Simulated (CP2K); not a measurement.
# AlN at PBE/SZV: moving one setting at a time

Which settings matter? One reference run, then one change at a time; some changes are unwise on purpose.

Computed with CP2K 2026.2 (PBE/SZV, atoms fixed, no spin polarisation, unless a step's input says otherwise).

### Step 1. The starting structure

It takes space group P6_3mc (No. 186, hexagonal). The conventional cell has a = 3.107 Å, b = 3.107 Å, c = 4.979 Å, α = 90.00°, β = 90.00°, γ = 120.00°. Al (site symmetry 3m) is surrounded by 4 N at 1.89 to 1.90 Å. Around N (site symmetry 3m) lie 4 Al at 1.89 to 1.90 Å.

Structure file:

```
CELL_PARAMETERS angstrom
3.10669 0.00000 0.00000
-1.55335 2.69048 0.00000
0.00000 0.00000 4.97859
ATOMIC_POSITIONS crystal
Al 0.33333 0.66667 0.99670
Al 0.66667 0.33333 0.49670
N 0.33333 0.66667 0.37830
N 0.66667 0.33333 0.87830
```

The structure type (wurtzite) is imposed and need not be the compound's stable one.

### Step 2. The reference run

A small atomic basis brings errors of its own in gap and pressure, and the grid adds noise to the pressure.

Contents of run.inp:

```
&GLOBAL
 PROJECT run
 RUN_TYPE ENERGY_FORCE
 PRINT_LEVEL LOW
&END GLOBAL
&FORCE_EVAL
 METHOD QS
 STRESS_TENSOR ANALYTICAL
 &DFT
  BASIS_SET_FILE_NAME BASIS_MOLOPT
  POTENTIAL_FILE_NAME GTH_POTENTIALS
  &QS
   EXTRAPOLATION USE_GUESS
  &END QS
  &MGRID
   CUTOFF 500
   REL_CUTOFF 50
  &END MGRID
  &XC
   &XC_FUNCTIONAL PBE
   &END XC_FUNCTIONAL
  &END XC
  &KPOINTS
   SCHEME MONKHORST-PACK 5 5 5
   SYMMETRY F
   FULL_GRID F
  &END KPOINTS
  &SCF
   ADDED_MOS 10
   EPS_SCF 1e-6
   MAX_SCF 80
   &DIAGONALIZATION
   &END DIAGONALIZATION
   &MIXING
    METHOD BROYDEN_MIXING
    ALPHA 0.3
   &END MIXING
   &SMEAR
    METHOD FERMI_DIRAC
    ELECTRONIC_TEMPERATURE [K] 232
   &END SMEAR
   &PRINT
    &ITERATION_INFO
    &END ITERATION_INFO
   &END PRINT
  &END SCF
  &PRINT
   &BAND_STRUCTURE
    FILE_NAME bands.bs
    ADDED_MOS 6
    &KPOINT_SET
     UNITS B_VECTOR
     SPECIAL_POINT 0.00000000 0.00000000 0.00000000
     NPOINTS 0
    &END KPOINT_SET
    &KPOINT_SET
     UNITS B_VECTOR
     SPECIAL_POINT 0.50000000 0.00000000 0.00000000
     NPOINTS 0
    &END KPOINT_SET
    &KPOINT_SET
     UNITS B_VECTOR
     SPECIAL_POINT 0.33333333 0.33333333 0.00000000
     NPOINTS 0
    &END KPOINT_SET
    &KPOINT_SET
     UNITS B_VECTOR
     SPECIAL_POINT 0.00000000 0.00000000 0.50000000
     NPOINTS 0
    &END KPOINT_SET
    &KPOINT_SET
     UNITS B_VECTOR
     SPECIAL_POINT 0.50000000 0.00000000 0.50000000
     NPOINTS 0
    &END KPOINT_SET
    &KPOINT_SET
     UNITS B_VECTOR
     SPECIAL_POINT 0.33333333 0.33333333 0.50000000
     NPOINTS 0
    &END KPOINT_SET
   &END BAND_STRUCTURE
  &END PRINT
 &END DFT
 &SUBSYS
  &CELL
   A 3.10669376 0.00000000 0.00000000
   B -1.55334688 2.69047572 0.00000000
   C 0.00000000 -0.00000000 4.97859155
  &END CELL
  &COORD
   SCALED
   Al 0.33333333 0.66666667 -0.00329547
   Al 0.66666667 0.33333333 0.49670453
   N 0.33333333 0.66666667 0.37829547
   N 0.66666667 0.33333333 0.87829547
  &END COORD
  &KIND Al
   BASIS_SET SZV-MOLOPT-SR-GTH
   POTENTIAL GTH-PBE
  &END KIND
  &KIND N
   BASIS_SET SZV-MOLOPT-SR-GTH
   POTENTIAL GTH-PBE
  &END KIND
 &END SUBSYS
 &PRINT
  &STRESS_TENSOR
  &END STRESS_TENSOR
  &FORCES
  &END FORCES
 &END PRINT
&END FORCE_EVAL
```

The run is started by

```sh
cp2k.psmp -i run.inp
```

The log of the run, cut to the lines that bear on the results:

```text
CP2K| version string:                                       CP2K version 2026.2
[...]
                             - Atoms:                                          4
[...]
                             - Spherical basis functions:                     16
[...]
 Number of electrons:                                                         16
[...]
     1 NoMix/Diag. 0.30E+00    0.5     1.61415626       -24.0992440333 -2.41E+01
[...]
    10 Broy./Diag. 0.30E+00    0.7     0.00000044       -24.0620696506 -5.90E-06
  *** SCF run converged in    10 steps ***
[...]
  Overlap energy of the core charge distribution:               0.00000000062839
  Self energy of the core charge distribution:                -60.98502935044593
  Core Hamiltonian energy:                                     18.43811439600479
  Hartree energy:                                              25.49159189282372
  Exchange-correlation energy:                                 -7.00674658959564
  Electronic entropic energy:                                  -0.00000000000000
  Fermi energy:                                                 0.42193967052582
  Total energy:                                               -24.06206965058467
  Total energy (extrapolated to T->0):                        -24.06206965058467
[...]
 ENERGY| Total FORCE_EVAL ( QS ) energy [hartree]            -24.062071222037186
 FORCES| Atomic forces [hartree/bohr]
 FORCES|   Atom     x               y               z               |f|
 FORCES|      1  1.90656010E-10  1.06050275E-08  5.20638887E-03   5.20638887E-03
 FORCES|      2 -1.90723063E-10 -1.10608877E-08  5.20638708E-03   5.20638708E-03
 FORCES|      3  7.16325397E-09  5.65219075E-09 -5.55227709E-03   5.55227709E-03
 FORCES|      4 -7.16328692E-09 -5.19234598E-09 -5.55224546E-03   5.55224546E-03
 FORCES| Sum    -9.99971798E-14  3.98462318E-12 -6.91746599E-04
 FORCES| Total atomic force                                       6.91746599E-04
 STRESS| Analytical stress tensor [bar]
 STRESS|                        x                   y                   z
 STRESS|      x        1.48312634495E+05  -8.91594401746E-01  -1.25865862098E-07
 STRESS|      y       -8.91594401746E-01   1.48311404323E+05  -1.85299293038E-02
 STRESS|      z       -1.25865862098E-07  -1.85299293038E-02   2.17889094442E+05
 STRESS| 1/3 Trace                                             1.71504377754E+05
 STRESS| Determinant                                           4.79278768270E+15
[...]
```

It took 9 s on 2 threads of Arm Neoverse N1, shared host; peak memory 0.22 GiB.

Gap 4.30 eV; pressure 17.2 GPa.

### Step 3. Change: CUTOFF = 200

Edit run.inp of step 2 so:

```diff
@@ -15,3 +15,3 @@
   &MGRID
-   CUTOFF 500
+   CUTOFF 200
    REL_CUTOFF 50
```

The run is started by

```sh
cp2k.psmp -i run.inp
```

The log of the run, cut to the lines that bear on the results:

```text
CP2K| version string:                                       CP2K version 2026.2
[...]
                             - Atoms:                                          4
[...]
                             - Spherical basis functions:                     16
[...]
 Number of electrons:                                                         16
[...]
     1 NoMix/Diag. 0.30E+00    0.4     1.61436081       -24.0995205075 -2.41E+01
[...]
    10 Broy./Diag. 0.30E+00    0.6     0.00000038       -24.0624683802 -5.59E-06
  *** SCF run converged in    10 steps ***
[...]
  Overlap energy of the core charge distribution:               0.00000000062839
  Self energy of the core charge distribution:                -60.98502935044593
  Core Hamiltonian energy:                                     18.43872315302054
  Hartree energy:                                              25.49111859641475
  Exchange-correlation energy:                                 -7.00728077980598
  Electronic entropic energy:                                  -0.00000000000000
  Fermi energy:                                                 0.42204629291989
  Total energy:                                               -24.06246838018822
  Total energy (extrapolated to T->0):                        -24.06246838018822
[...]
 ENERGY| Total FORCE_EVAL ( QS ) energy [hartree]            -24.062470423190437
 FORCES| Atomic forces [hartree/bohr]
 FORCES|   Atom     x               y               z               |f|
 FORCES|      1 -1.01905451E-05  5.89421504E-06  5.27812658E-03   5.27813971E-03
 FORCES|      2  1.13411472E-05 -6.55897533E-06  5.22659228E-03   5.22660870E-03
 FORCES|      3  7.79348680E-06 -4.48956893E-06 -5.94933225E-03   5.94933905E-03
 FORCES|      4 -8.61346686E-06  4.96357470E-06 -4.73726396E-03   4.73727439E-03
 FORCES| Sum     3.30621989E-07 -1.90754517E-07 -1.81877348E-04
 FORCES| Total atomic force                                       1.81877748E-04
[...]
```

It took 7.8 s on 2 threads of Arm Neoverse N1, shared host; peak memory 0.17 GiB.

Against the reference run the gap moves by 0.00 eV and the energy by -2.7 meV/atom.

### Step 4. Change: ALPHA = 0.05

Edit run.inp of step 3 so:

```diff
@@ -15,3 +15,3 @@
   &MGRID
-   CUTOFF 200
+   CUTOFF 500
    REL_CUTOFF 50
@@ -35,3 +35,3 @@
     METHOD BROYDEN_MIXING
-    ALPHA 0.3
+    ALPHA 0.05
    &END MIXING
```

The run is started by

```sh
cp2k.psmp -i run.inp
```

The log of the run, cut to the lines that bear on the results:

```text
CP2K| version string:                                       CP2K version 2026.2
[...]
                             - Atoms:                                          4
[...]
                             - Spherical basis functions:                     16
[...]
 Number of electrons:                                                         16
[...]
     1 NoMix/Diag. 0.50E-01    0.5     1.61415626       -24.0992440333 -2.41E+01
[...]
    12 Broy./Diag. 0.50E-01    0.7     0.00000037       -24.0620353507  4.48E-06
  *** SCF run converged in    12 steps ***
[...]
  Overlap energy of the core charge distribution:               0.00000000062839
  Self energy of the core charge distribution:                -60.98502935044593
  Core Hamiltonian energy:                                     18.43811400888620
  Hartree energy:                                              25.49162669558440
  Exchange-correlation energy:                                 -7.00674670532226
  Electronic entropic energy:                                  -0.00000000000000
  Fermi energy:                                                 0.42193955413785
  Total energy:                                               -24.06203535066919
  Total energy (extrapolated to T->0):                        -24.06203535066919
[...]
 ENERGY| Total FORCE_EVAL ( QS ) energy [hartree]            -24.062071222033804
 FORCES| Atomic forces [hartree/bohr]
 FORCES|   Atom     x               y               z               |f|
 FORCES|      1  1.88995501E-10  1.06059600E-08  5.20618135E-03   5.20618135E-03
 FORCES|      2 -1.89062694E-10 -1.10631115E-08  5.20617953E-03   5.20617953E-03
 FORCES|      3  7.16232199E-09  5.65365032E-09 -5.55206944E-03   5.55206944E-03
 FORCES|      4 -7.16235143E-09 -5.19251076E-09 -5.55203788E-03   5.55203788E-03
 FORCES| Sum    -9.66375323E-14  3.98810451E-12 -6.91746448E-04
 FORCES| Total atomic force                                       6.91746448E-04
[...]
```

It took 11 s on 2 threads of Arm Neoverse N1, shared host; peak memory 0.22 GiB.

Against the reference run the gap moves by 0.00 eV and the energy by 0.0 meV/atom.

### Step 5. Change: ELECTRONIC_TEMPERATURE = 50

Edit run.inp of step 4 so:

```diff
@@ -35,3 +35,3 @@
     METHOD BROYDEN_MIXING
-    ALPHA 0.05
+    ALPHA 0.3
    &END MIXING
@@ -39,3 +39,3 @@
     METHOD FERMI_DIRAC
-    ELECTRONIC_TEMPERATURE [K] 232
+    ELECTRONIC_TEMPERATURE [K] 50
    &END SMEAR
```

The run is started by

```sh
cp2k.psmp -i run.inp
```

The log of the run, cut to the lines that bear on the results:

```text
CP2K| version string:                                       CP2K version 2026.2
[...]
                             - Atoms:                                          4
[...]
                             - Spherical basis functions:                     16
[...]
 Number of electrons:                                                         16
[...]
     1 NoMix/Diag. 0.30E+00    0.5     1.61415626       -24.0992440333 -2.41E+01
[...]
    10 Broy./Diag. 0.30E+00    0.7     0.00000044       -24.0620696506 -5.90E-06
  *** SCF run converged in    10 steps ***
[...]
  Overlap energy of the core charge distribution:               0.00000000062839
  Self energy of the core charge distribution:                -60.98502935044593
  Core Hamiltonian energy:                                     18.43811439600477
  Hartree energy:                                              25.49159189282372
  Exchange-correlation energy:                                 -7.00674658959564
  Electronic entropic energy:                                  -0.00000000000000
  Fermi energy:                                                 0.42193967052582
  Total energy:                                               -24.06206965058468
  Total energy (extrapolated to T->0):                        -24.06206965058468
[...]
 ENERGY| Total FORCE_EVAL ( QS ) energy [hartree]            -24.062071222037186
 FORCES| Atomic forces [hartree/bohr]
 FORCES|   Atom     x               y               z               |f|
 FORCES|      1  1.90656548E-10  1.06050269E-08  5.20638887E-03   5.20638887E-03
 FORCES|      2 -1.90723014E-10 -1.10608877E-08  5.20638708E-03   5.20638708E-03
 FORCES|      3  7.16325530E-09  5.65219213E-09 -5.55227709E-03   5.55227709E-03
 FORCES|      4 -7.16328784E-09 -5.19234688E-09 -5.55224546E-03   5.55224546E-03
 FORCES| Sum    -9.89996748E-14  3.98445385E-12 -6.91746599E-04
 FORCES| Total atomic force                                       6.91746599E-04
[...]
```

Run time: 9 s. Hardware: 2 threads of Arm Neoverse N1, shared host; peak memory 0.22 GiB.

Against the reference run the gap moves by 0.00 eV and the energy by 0.0 meV/atom.

### Step 6. Change: XC_FUNCTIONAL = PADE

Edit run.inp of step 5 so:

```diff
@@ -19,3 +19,3 @@
   &XC
-   &XC_FUNCTIONAL PBE
+   &XC_FUNCTIONAL PADE
    &END XC_FUNCTIONAL
@@ -39,3 +39,3 @@
     METHOD FERMI_DIRAC
-    ELECTRONIC_TEMPERATURE [K] 50
+    ELECTRONIC_TEMPERATURE [K] 232
    &END SMEAR
```

The run is started by

```sh
cp2k.psmp -i run.inp
```

The log of the run, cut to the lines that bear on the results:

```text
CP2K| version string:                                       CP2K version 2026.2
[...]
                             - Atoms:                                          4
[...]
                             - Spherical basis functions:                     16
[...]
 Number of electrons:                                                         16
[...]
     1 NoMix/Diag. 0.30E+00    0.4     1.59177504       -24.0273235026 -2.40E+01
[...]
    10 Broy./Diag. 0.30E+00    0.7     0.00000038       -23.9850536314 -6.95E-06
  *** SCF run converged in    10 steps ***
[...]
  Overlap energy of the core charge distribution:               0.00000000062839
  Self energy of the core charge distribution:                -60.98502935044593
  Core Hamiltonian energy:                                     18.33677056943383
  Hartree energy:                                              25.56986485893301
  Exchange-correlation energy:                                 -6.90665970992505
  Electronic entropic energy:                                  -0.00000000000000
  Fermi energy:                                                 0.41896969155111
  Total energy:                                               -23.98505363137573
  Total energy (extrapolated to T->0):                        -23.98505363137573
[...]
 ENERGY| Total FORCE_EVAL ( QS ) energy [hartree]            -23.985057811992359
 FORCES| Atomic forces [hartree/bohr]
 FORCES|   Atom     x               y               z               |f|
 FORCES|      1  1.20157391E-08  2.77555290E-09  5.19649029E-03   5.19649029E-03
 FORCES|      2 -1.20157887E-08 -3.20481950E-09  5.19648844E-03   5.19648844E-03
 FORCES|      3  1.12156301E-08  3.80422189E-09 -5.31349956E-03   5.31349956E-03
 FORCES|      4 -1.12156545E-08 -3.37456949E-09 -5.31346769E-03   5.31346769E-03
 FORCES| Sum    -7.39278215E-14  3.85803477E-13 -2.33988517E-04
 FORCES| Total atomic force                                       2.33988517E-04
[...]
```

Run time: 8.5 s. Hardware: 2 threads of Arm Neoverse N1, shared host; peak memory 0.22 GiB.

Totals of another method or basis aren't compared here.

### Step 7. Change: KPOINTS = 3x3x3

Edit run.inp of step 6 so:

```diff
@@ -19,3 +19,3 @@
   &XC
-   &XC_FUNCTIONAL PADE
+   &XC_FUNCTIONAL PBE
    &END XC_FUNCTIONAL
@@ -23,3 +23,3 @@
   &KPOINTS
-   SCHEME MONKHORST-PACK 5 5 5
+   SCHEME MONKHORST-PACK 3 3 3
    SYMMETRY F
```

The run is started by

```sh
cp2k.psmp -i run.inp
```

The log of the run, cut to the lines that bear on the results:

```text
CP2K| version string:                                       CP2K version 2026.2
[...]
                             - Atoms:                                          4
[...]
                             - Spherical basis functions:                     16
[...]
 Number of electrons:                                                         16
[...]
     1 NoMix/Diag. 0.30E+00    0.3     1.62500375       -24.0992440333 -2.41E+01
[...]
    10 Broy./Diag. 0.30E+00    0.6     0.00000040       -24.0522994960 -3.23E-06
  *** SCF run converged in    10 steps ***
[...]
  Overlap energy of the core charge distribution:               0.00000000062839
  Self energy of the core charge distribution:                -60.98502935044593
  Core Hamiltonian energy:                                     18.49199315891057
  Hartree energy:                                              25.45682966846084
  Exchange-correlation energy:                                 -7.01609297351351
  Electronic entropic energy:                                  -0.00000000000000
  Fermi energy:                                                 0.42309183086705
  Total energy:                                               -24.05229949595963
  Total energy (extrapolated to T->0):                        -24.05229949595963
[...]
 ENERGY| Total FORCE_EVAL ( QS ) energy [hartree]            -24.052300394178459
 FORCES| Atomic forces [hartree/bohr]
 FORCES|   Atom     x               y               z               |f|
 FORCES|      1 -8.91533119E-10  5.37141237E-08  4.56772704E-03   4.56772704E-03
 FORCES|      2  8.91470026E-10 -5.83357149E-08  4.56772808E-03   4.56772808E-03
 FORCES|      3  5.97645742E-09  1.31241633E-07 -4.90814139E-03   4.90814140E-03
 FORCES|      4 -5.97650393E-09 -1.26617399E-07 -4.90812891E-03   4.90812891E-03
 FORCES| Sum    -1.09603644E-13  2.64266353E-12 -6.80815196E-04
 FORCES| Total atomic force                                       6.80815196E-04
[...]
```

It took 7.5 s on 2 threads of Arm Neoverse N1, shared host; peak memory 0.22 GiB.

Against the reference run the gap moves by -0.03 eV and the energy by +66.5 meV/atom.

### Step 8. Change: REL_CUTOFF = 10

Edit run.inp of step 7 so:

```diff
@@ -16,3 +16,3 @@
    CUTOFF 500
-   REL_CUTOFF 50
+   REL_CUTOFF 10
   &END MGRID
@@ -23,3 +23,3 @@
   &KPOINTS
-   SCHEME MONKHORST-PACK 3 3 3
+   SCHEME MONKHORST-PACK 5 5 5
    SYMMETRY F
```

The run is started by

```sh
cp2k.psmp -i run.inp
```

The log of the run, cut to the lines that bear on the results:

```text
CP2K| version string:                                       CP2K version 2026.2
[...]
                             - Atoms:                                          4
[...]
                             - Spherical basis functions:                     16
[...]
 Number of electrons:                                                         16
[...]
     1 NoMix/Diag. 0.30E+00    0.5     1.61883473       -24.1013401275 -2.41E+01
[...]
    11 Broy./Diag. 0.30E+00    0.6     0.00000044       -24.0665505302  9.71E-07
  *** SCF run converged in    11 steps ***
[...]
  Overlap energy of the core charge distribution:               0.00000000062839
  Self energy of the core charge distribution:                -60.98502935044593
  Core Hamiltonian energy:                                     18.45327493105340
  Hartree energy:                                              25.47935812910371
  Exchange-correlation energy:                                 -7.01415424052227
  Electronic entropic energy:                                  -0.00000000000000
  Fermi energy:                                                 0.42321753015487
  Total energy:                                               -24.06655053018270
  Total energy (extrapolated to T->0):                        -24.06655053018270
[...]
 ENERGY| Total FORCE_EVAL ( QS ) energy [hartree]            -24.066550849116496
 FORCES| Atomic forces [hartree/bohr]
 FORCES|   Atom     x               y               z               |f|
 FORCES|      1 -5.72059588E-04  3.30289950E-04  7.22699012E-03   7.25711581E-03
 FORCES|      2  5.68427565E-04 -3.28194408E-04  4.78055541E-03   4.82540480E-03
 FORCES|      3  7.11284878E-04 -4.10649719E-04 -3.81438249E-02   3.81526662E-02
 FORCES|      4 -7.49415404E-04  4.32665348E-04  4.34324077E-02   4.34410274E-02
 FORCES| Sum    -4.17625479E-05  2.41111707E-05  1.72961284E-02
 FORCES| Total atomic force                                       1.72961956E-02
[...]
```

It took 8.1 s on 2 threads of Arm Neoverse N1, shared host; peak memory 0.23 GiB.

Against the reference run the gap moves by +0.07 eV and the energy by -30.5 meV/atom. The forces reach 2.2 eV/Å, against 0.29 before, so the run is unsound even where the gap looks unmoved.

### Step 9. What moved

| change | ends | gap (eV) | energy (meV/atom) | pressure (GPa) | time |
| --- | --- | --- | --- | --- | --- |
| none | converged | 4.30 | 0 | 17.2 | 9 s |
| CUTOFF = 200 | converged | 0.00 | -2.7 | +0.1 | 7.8 s |
| ALPHA = 0.05 | converged | 0.00 | 0.0 | 0.0 | 11 s |
| ELECTRONIC_TEMPERATURE = 50 | converged | 0.00 | 0.0 | 0.0 | 9 s |
| XC_FUNCTIONAL = PADE | converged | -0.04 | – | -1.2 | 8.5 s |
| KPOINTS = 3x3x3 | converged | -0.03 | +66.5 | +0.2 | 7.5 s |
| REL_CUTOFF = 10 | converged | +0.07 | -30.5 | +0.6 | 8.1 s |

The first row holds values, the others changes from it. Keys are the program's: temperature in eV (tblite) or K (CP2K), cutoffs in Ry, CUTOFP in Å. Among the numerical settings, KPOINTS = 3x3x3 moves the energy most (+66.5 meV/atom). The changed runs test settings; they are no properties of the crystal.
